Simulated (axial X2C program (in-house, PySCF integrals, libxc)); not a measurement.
# Linear NGeN at several levels

Aim: the two bond lengths and stretching wavenumbers of linear NGeN, with and without spin–orbit coupling, at PBE0, HF, r2SCAN.

Method: all-electron X2C, two-component (2c) or spin-free, N dyall-av3z, Ge dyall-v3z; program: an in-house X2C program for linear molecules on PySCF integrals.

All values are calculated.

2 further runs of the same task are left out: 2 set aside as unsound or not needed.

## (1) Input

Input file task.json:

```json
{"zs": [7, 32, 7], "q": 0, "bas": ["dyall-av3z", "dyall-v3z", "dyall-av3z"], "r0": [1.71, 1.71], "symm": 1, "scan": ["PBE0", "HF", "r2SCAN"], "levels": ["PBE0", "HF", "BHandHLYP"], "nst": 2}
```

Keys: zs atomic numbers; q charge; bas basis sets; r0 starting distance in Å; symm equal bonds; scan levels of the two-bond scan; levels methods; nst determinants followed.

Command:

```sh
python solin.py task.json out
```

Masses N 14.003, Ge 73.921, N 14.003 u.

## (2) Scan at PBE0, 2c

State: Ω = 1 (beyond evenly filled blocks: ω = -1/2, ω = 3/2). Energies above the lowest point, from the job's result record:

| r(N–Ge) (Å) | r(Ge–N) (Å) | E (meV) |
| --- | --- | --- |
| 1.6682 | 1.6682 | 56.42 |
| 1.6682 | 1.7110 | 22.69 |
| 1.6682 | 1.7538 | 36.35 |
| 1.7110 | 1.6682 | 22.69 |
| 1.7110 | 1.7110 | 0.00 |
| 1.7110 | 1.7538 | 24.30 |
| 1.7110 | 1.7966 | 83.98 |
| 1.7538 | 1.6682 | 36.35 |
| 1.7538 | 1.7110 | 24.30 |
| 1.7538 | 1.7538 | 58.84 |
| 1.7966 | 1.7110 | 83.98 |
| 1.7966 | 1.7966 | 207.21 |

A quadratic surface with cubic terms in each bond gives the minimum at 1.709 and 1.709 Å, force constants 4.13, 4.13 and coupling 0.89 mdyn/Å.

## (3) Scan at HF, 2c

State: Ω = 1 (beyond evenly filled blocks: ω = -1/2, ω = 3/2). Energies above the lowest point, from the job's result record:

| r(N–Ge) (Å) | r(Ge–N) (Å) | E (meV) |
| --- | --- | --- |
| 1.6682 | 1.6682 | 225.88 |
| 1.6682 | 1.7110 | 139.33 |
| 1.6682 | 1.7538 | 105.14 |
| 1.7110 | 1.6682 | 139.33 |
| 1.7110 | 1.7110 | 57.17 |
| 1.7110 | 1.7538 | 26.81 |
| 1.7110 | 1.7966 | 36.19 |
| 1.7538 | 1.6682 | 105.14 |
| 1.7538 | 1.7110 | 26.81 |
| 1.7538 | 1.7538 | 0.00 |
| 1.7966 | 1.7110 | 36.19 |
| 1.7966 | 1.7966 | 29.07 |

A quadratic surface with cubic terms in each bond gives the minimum at 1.759 and 1.759 Å, force constants 3.35, 3.35 and coupling 0.32 mdyn/Å.

## (4) Scan at r2SCAN, 2c

State: Ω = 1 (beyond evenly filled blocks: ω = -1/2, ω = 3/2). Energies above the lowest point, from the job's result record:

| r(N–Ge) (Å) | r(Ge–N) (Å) | E (meV) |
| --- | --- | --- |
| 1.6682 | 1.6682 | 73.25 |
| 1.6682 | 1.7110 | 31.78 |
| 1.6682 | 1.7538 | 38.79 |
| 1.7110 | 1.6682 | 31.78 |
| 1.7110 | 1.7110 | 0.00 |
| 1.7110 | 1.7538 | 16.40 |
| 1.7110 | 1.7966 | 69.33 |
| 1.7538 | 1.6682 | 38.79 |
| 1.7538 | 1.7110 | 16.40 |
| 1.7538 | 1.7538 | 41.90 |
| 1.7966 | 1.7110 | 69.33 |
| 1.7966 | 1.7966 | 173.79 |

A quadratic surface with cubic terms in each bond gives the minimum at 1.715 and 1.715 Å, force constants 4.09, 4.09 and coupling 0.79 mdyn/Å.

## (5) The levels side by side

| level | r(N–Ge) (Å) | r(Ge–N) (Å) | lower stretch (cm⁻¹) | upper stretch (cm⁻¹) |
| --- | --- | --- | --- | --- |
| PBE0, 2c | 1.709 | 1.709 | 735.5 | 780.2 |
| HF, 2c | 1.759 | 1.759 | 667.3 | 712.0 |
| r2SCAN, 2c | 1.715 | 1.715 | 742.4 | 769.4 |
| PBE0, spin-free | 1.709 | 1.709 | 735.8 | 780.3 |
| HF, spin-free | 1.759 | 1.759 | 667.5 | 712.4 |
| r2SCAN, spin-free | 1.715 | 1.715 | 742.5 | 769.5 |

Scans not shown above were run alike.

In words: Over the levels the N–Ge bond spans 1.709 to 1.759 Å and the Ge–N bond 1.709 to 1.759 Å. At PBE0 spin–orbit coupling leaves both bonds unchanged to 0.001 Å. Each state is one determinant, the lowest of a limited PBE0 search; the stretches come from a fit to few points and are good to some per cent at best. The stretches are sorted by size, and where the two bonds are alike the symmetric and antisymmetric modes can swap order between levels. The molecule was held linear; bending was not examined, so a bent shape may lie lower. Open-shell Ω = 0 determinants with evenly filled partner blocks cannot be reached by this program, so the Ω shown need not be the lowest component. Note: several unpaired electrons, one determinant need not be a pure state.
